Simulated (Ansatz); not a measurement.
# C2H7GaO: up Jacob's ladder to CCSD(T)

The task here is to estimate one member of a computed series from the others.

Computed with Ansatz 0.2.0, Gaussian basis. Level: functionals in def2-TZVPP, the program's frozen cores in correlated methods.

Plan: LDA (SPW92), PBE-D4, revPBE-D4, BLYP-D4, r2SCAN-D4, B97M-V, PBE0-D4, B3LYP-D4, r2SCANh-D4, r2SCAN0-D4, HSE06-D4, BHLYP-D4, CAM-B3LYP-D4, LC-ωPBE, ωB97X-V, ωB97M-V, B2PLYP, PBE-QIDH; CCSD(T)/def2-SVP; CCSD(T)/def2-TZVPP; MP2/def2-QZVPP; extrapolation to the limit; RPA on PBE.

### Structure used throughout

An earlier PBE0-D4 in a triple-zeta def2 set relaxation fixed the geometry.

11 atoms, charge 0, spin multiplicity 1.

Atoms are counted from 1 here; the program's logs count them from 0.

Bond lengths: C1–C2 1.501 Å, C1–H5 1.093 Å, C1–H6 1.097 Å, C1–H7 1.095 Å, C2–O3 1.475 Å, C2–Ga4 1.972 Å, C2–H8 1.090 Å, O3–H9 0.963 Å, Ga4–H10 1.573 Å, Ga4–H11 1.565 Å. Angles: C2–C1–H5 109.9°, C2–C1–H6 111.7°, C2–C1–H7 111.8°, H5–C1–H6 107.7°, H5–C1–H7 107.1°, H6–C1–H7 108.4°, C1–C2–O3 112.0°, C1–C2–Ga4 123.6°, C1–C2–H8 111.4°, O3–C2–Ga4 83.4°, O3–C2–H8 105.1°, Ga4–C2–H8 116.1°, C2–O3–H9 107.9°, C2–Ga4–H10 114.5°, C2–Ga4–H11 121.2°, H10–Ga4–H11 123.0°.

The first run:

File in.yaml:

```yaml
crystal:
  periodic: [false, false, false]
  atoms:
    - {symbol: C, position_ang: [-0.861512, 1.068557, 0.329570]}
    - {symbol: C, position_ang: [-0.436224, -0.361265, 0.164392]}
    - {symbol: O, position_ang: [0.645056, -0.728771, 1.098423]}
    - {symbol: Ga, position_ang: [0.849435, -0.966600, -1.202929]}
    - {symbol: H, position_ang: [-1.688548, 1.292185, -0.348701]}
    - {symbol: H, position_ang: [-1.202606, 1.274384, 1.351721]}
    - {symbol: H, position_ang: [-0.050811, 1.764615, 0.089221]}
    - {symbol: H, position_ang: [-1.252370, -1.047160, 0.391387]}
    - {symbol: H, position_ang: [1.115650, 0.076239, 1.338388]}
    - {symbol: H, position_ang: [1.938784, 0.099801, -1.592506]}
    - {symbol: H, position_ang: [0.943136, -2.471977, -1.618975]}
basis:
  gaussian: {orbitals: def2-TZVPP}
hamiltonian: {xc: lda}
output: {orbitals: {seedname: orbitals}}
```

On the command line:

```bash
$ ansatz run in.yaml --threads 2 --pin off --events-out ev --progress --plain --max-ram 32768MiB --backend cpu
```

Steps of the session up to this table: LDA; PBE-D4 (GGA); revPBE-D4 (GGA); BLYP-D4 (GGA); r2SCAN-D4 (meta-GGA); B97M-V (meta-GGA); B3LYP-D4 (hybrid); r2SCANh-D4 (hybrid); r2SCAN0-D4 (hybrid); HSE06-D4 (hybrid); BHLYP-D4 (hybrid); CAM-B3LYP-D4 (range-separated); LC-ωPBE (range-separated); ωB97X-V (range-separated); ωB97M-V (range-separated); B2PLYP (double hybrid); PBE-QIDH (double hybrid).

One table of the session follows, with a row left open; its other results are not shown here.

It belongs to the step «Frontier levels by functional». 

| functional | HOMO (eV) | gap (eV) |
| --- | --- | --- |
| LDA (SPW92) | -5.69 | 3.85 |
| PBE-D4 | -5.55 | 3.96 |
| revPBE-D4 | -5.48 | 4.01 |
| BLYP-D4 | ? | ? |
| r2SCAN-D4 | -5.77 | 4.46 |
| B97M-V | -5.86 | 4.32 |
| PBE0-D4 | -6.76 | 5.96 |
| B3LYP-D4 | -6.59 | 5.50 |
| r2SCANh-D4 | -6.22 | 5.19 |
| r2SCAN0-D4 | -6.92 | 6.28 |
| HSE06-D4 | -6.36 | 5.19 |
| BHLYP-D4 | -7.94 | 7.85 |
| CAM-B3LYP-D4 | -8.14 | 8.20 |
| LC-ωPBE | -9.43 | 10.69 |
| ωB97X-V | -9.10 | 10.20 |
| ωB97M-V | -9.00 | 9.85 |

Q: Estimate the row for BLYP-D4 from the others.

Worked estimate for «HOMO (eV)». Against the share of exact exchange, B3LYP-D4 (0.2, -6.59), BHLYP-D4 (0.5, -7.94) give a slope of -4.50 per unit share; at 0 the line stands at -5.69.

The run gave: HOMO (eV): -5.46; gap (eV): 3.91. In «HOMO (eV)» the line misses by -0.23.
